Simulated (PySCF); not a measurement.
# CH6OSe2Si: the cost of one run

Programs: PySCF 2.14.0, with routines of our own; each step states its level. All values are computed. Atoms count from 0.

## 1. The starting structure

11 atoms, charge 0, multiplicity 1; geometry from: GFN2-xTB.

## 2. Geometry optimisation at PBE0-D3(BJ)/def2-SVP

What the job is given:

```
{"job": {"xc": "PBE0", "basis": "def2-SVP", "d3": "d3bj", "grid": 1, "maxiter": 30, "shake": 0.01, "kind": "geom"}, "charge": 0, "multiplicity": 1}
C      1.820820    -0.800290    -0.460140
O      0.787290     0.136080    -0.767470
Si    -0.441310     0.588710     0.175980
Se    -1.294060    -1.292760     1.133230
Se    -1.698870     1.687960    -1.335020
H      2.549280    -0.306370     0.173730
H      1.400220    -1.651990     0.049620
H      2.276530    -1.084200    -1.405040
H      0.004380     1.471440     1.295640
H     -2.579430    -0.708680     1.521570
H     -2.786720     1.934280    -0.397750
```

Command:

```console
$ OMP_NUM_THREADS=1 python heavy_run.py task.json out
```

This one command runs all jobs of the session in turn.

Q: Estimate the wall time and peak memory of this first job on 1 thread of Arm Neoverse V1, shared host.

About 2.8 min, with a peak of 0.56 GiB.
